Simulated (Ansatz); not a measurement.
## CH4BI, SMILES CBI: the interaction energy of a dimer with the counterpoise correction

Computed with the Python package of Ansatz (0.2.0).

`dimer_ch4bi.py`:
```python
# -*- coding: utf-8 -*-
'''Binding of a CH4BI dimer at a trial geometry.'''

import ansatz as az

FIRST = [
    ('C', (-0.6223, -0.05, -0.3967)),
    ('B', (0.6468, -0.2495, 0.4337)),
    ('I', (1.8208, 1.468, 1.0975)),
    ('H', (-1.3086, 0.6145, 0.1822)),
    ('H', (-0.4165, 0.5247, -1.3636)),
    ('H', (-1.1387, -0.9642, -0.6584)),
    ('H', (1.0188, -1.3436, 0.7052)),
]
SECOND = [
    ('C', (2.7432, -2.1436, -2.5375)),
    ('B', (1.2991, -1.8663, -2.9592)),
    ('I', (0.0214, -3.4854, -3.6765)),
    ('H', (2.7221, -2.9251, -1.7397)),
    ('H', (3.354, -2.614, -3.382)),
    ('H', (3.2837, -1.2766, -2.1812)),
    ('H', (0.8665, -0.7614, -2.9228)),
]

def energy(atoms, ghosts=()):
    molecule = az.Crystal.molecule()
    for symbol, xyz in atoms:
        molecule = molecule.atom(symbol, xyz)
    calc = (
        molecule.calculation()
        .basis(gaussian='def2-SVPD')  # atom-centred Gaussian functions
        .functional('r2scan')
    )
    deck = calc.input()
    if ghosts:
        deck = deck.set(az.key.basis.gaussian.ghost_atoms, [{'symbol': s, 'position_ang': list(xyz)} for s, xyz in ghosts])
    return az.Session.from_dict(deck).plan().execute().report['free_energy_ev']


def main():
    # ghost atoms carry the functions of the partner
    both = energy(FIRST + SECOND)
    alone = energy(FIRST) + energy(SECOND)
    ghosted = energy(FIRST, SECOND) + energy(SECOND, FIRST)
    print(f'dimer {both:.6f} eV')
    print(f'interaction, uncorrected   {96.485332 * (both - alone):8.3f} kJ/mol')
    print(f'interaction, counterpoise  {96.485332 * (both - ghosted):8.3f} kJ/mol')
    print(f'basis-set superposition    {96.485332 * (alone - ghosted):8.3f} kJ/mol')


if __name__ == '__main__':
    main()
```

```console
$ python dimer_ch4bi.py
dimer -19761.157545 eV
interaction, uncorrected     -4.162 kJ/mol
interaction, counterpoise    -2.041 kJ/mol
basis-set superposition       2.121 kJ/mol
```

Uncorrected it is -4.162 kJ/mol, with the counterpoise correction -2.041 kJ/mol; the difference, 2.121 kJ/mol, is the superposition error.

What to keep in mind:
- Total energies depend on the basis set; only differences at equal settings carry meaning.
- The dimer is a generated trial pose of unrelaxed monomers, not a minimum, so the figure is no binding energy, and the basis set is small.
- def2 sets replace the cores of elements past krypton by effective core potentials.
- This level lacks the dispersion part of the attraction (electrostatics and induction are there), which can decide the sign where the interaction is weak.
- Wall time of the script: 71 s on 1 thread of Arm Neoverse V2, with other jobs on the host, peak memory 0.42 GiB.
